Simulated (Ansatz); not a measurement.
# NaSe (quartet): wave-function methods side by side, cc-pVTZ

An exercise on one series of results from a longer session: the logs are not shown, and one member is left open.

Computed with Ansatz 0.2.0, Gaussian basis. Level: cc-pVTZ, core rule «outside noble gas», up to 19 orbitals frozen.

To be run: UHF; CCSD(T) on ROHF; CCSD(T) on UHF; BCCD(T) on ROHF; CISD as a restricted active space (open shells left free, so some higher excitations enter); CCSDT(Q) on ROHF; CCSDT(Q) on UHF.

21 further runs of the same task are left out: 10 for a known fault of the program, 5 that didn't finish, 6 set aside as unsound or not needed. Runs told in other sessions of the task aren't counted.

**What is computed**

The geometry is a PBE0/def2-TZVP stationary point (not a proven minimum) of the parent state, kept for this charge and spin. No spin-orbit coupling is included. The filled d shell of Se may be among the frozen orbitals whatever the setting's name suggests.

2 atoms, charge 0, spin multiplicity 4.

Atoms are counted from 1 here; the program's logs count them from 0.

Bond lengths: Se1–Na2 2.604 Å.

Set-up of the first run:

in.yaml reads:

```yaml
crystal:
  periodic: [false, false, false]
  atoms:
    - {symbol: Se, position_ang: [0.000000, 0.000000, 0.000000]}
    - {symbol: Na, position_ang: [0.000000, 0.000000, 2.604000]}
basis:
  gaussian: {orbitals: cc-pVTZ}
magnetization: {spin_polarized: true, initial_magnetization: 3}
hamiltonian: {xc: hf}
output: {orbitals: {seedname: orbitals}}
```

Launch:

```bash
$ ansatz run in.yaml --threads 1 --pin off --events-out ev --progress --plain --max-ram 2393MiB
```

Steps of the session up to this table: UHF; CCSD(T) on ROHF; CCSD(T) on UHF; BCCD(T) on ROHF; CISD as a restricted active space (open shells left free, so some higher excitations enter); CCSDT(Q) on ROHF; CCSDT(Q) on UHF.

One table of the session follows, with a row left open; its other results are not shown here.

| method | from UCCSDT(Q) (meV) |
| --- | --- |
| ROHF | +3619.9 |
| UHF | +3478.9 |
| RMP2 | +650.8 |
| UMP2 | +673.2 |
| CISD | +226.4 |
| RCCSD | ? |
| UCCSD | +133.5 |
| RCCSD(T) | +32.4 |
| UCCSD(T) | +23.1 |
| BCCD(T) | +32.4 |
| RCCSDT | +13.0 |
| UCCSDT | +3.1 |
| RCCSDT(Q) | +9.7 |
| UCCSDT(Q) | 0 |

Estimate the missing values for RCCSD.

The run gave: from UCCSDT(Q) (meV): +147.1. In the column «from UCCSDT(Q) (meV)» it lies between UCCSD (+133.5) and CISD (+226.4).

Limits of these values: Restricted and unrestricted rows rest on different reference determinants; a gap between their highest levels can come from leftover correlation error, from unlike frozen cores or from another state.
